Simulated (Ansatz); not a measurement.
# Mg3ZrN2: the cost of one run

Computed with Ansatz 0.2.0 (DFT PBE, scalar-relativistic, plane waves, PAW, unless a step's input says otherwise).

## (1) Starting point

It takes space group P6/mmm (No. 191, hexagonal). The conventional cell has a = 5.698 Å, b = 5.698 Å, c = 2.990 Å, α = 90.00°, β = 90.00°, γ = 120.00°. Around Mg (site symmetry mmm) lie 4 N at 2.22 Å. Zr (site symmetry 6/mmm) is surrounded by 2 Zr at 2.99 Å and 12 Mg at 3.22 Å and 6 N at 3.29 Å. Around N (site symmetry -6m2) lie 6 Mg at 2.22 Å and 3 Zr at 3.29 Å.

Structure file:

```
CELL_PARAMETERS angstrom
5.69797 0.00000 0.00000
-2.84898 4.93459 0.00000
0.00000 0.00000 2.98955
ATOMIC_POSITIONS crystal
Mg 0.00000 0.50000 0.00000
Mg 0.50000 0.50000 0.00000
Mg 0.50000 0.00000 0.00000
Zr 0.00000 0.00000 0.50000
N 0.66667 0.33333 0.50000
N 0.33333 0.66667 0.50000
```

The cell is invented: species swapped into a database cell of NdB2Ir3 (P6/mmm, No. 191), with Zr on the Nd sites, N on the B sites and Mg on the Ir sites. The dimensions are guesses.

## (2) A first look at the guess

Contents of input.yaml:

```yaml
crystal:
  lattice:
    - [5.69796965, 0.0, 0.0]
    - [-2.84898482, 4.93458646, 0.0]
    - [0.0, 0.0, 2.98955483]
  atoms:
    - { symbol: Mg, position: [0.0, 0.5, 0.0] }
    - { symbol: Mg, position: [0.5, 0.5, 0.0] }
    - { symbol: Mg, position: [0.5, 0.0, 0.0] }
    - { symbol: Zr, position: [0.0, 0.0, 0.5] }
    - { symbol: "N", position: [0.66666667, 0.33333333, 0.5] }
    - { symbol: "N", position: [0.33333333, 0.66666667, 0.5] }
basis:
  ecutwfc: 420
kpoints:
  mp_grid: { grid: [6, 6, 6] }
hamiltonian:
  xc: pbe
scf:
  occupations: { method: gaussian, width: 0.1 }
  lower_state_search: "off"
output:
  forces: true
  stress: true
  eigenvalues: true
```

Started as:

```
$ ansatz run input.yaml --threads 1 --pin off --max-ram 2560MiB --backend cpu --events-out ev --progress --plain --runs-dir out
```

**Question.** How long does this run take on 1 thread of Intel Xeon at 2.50GHz (Skylake/Cascade Lake), shared host, and how much memory does it need?

About 8.9 s, with a peak of 0.39 GiB.
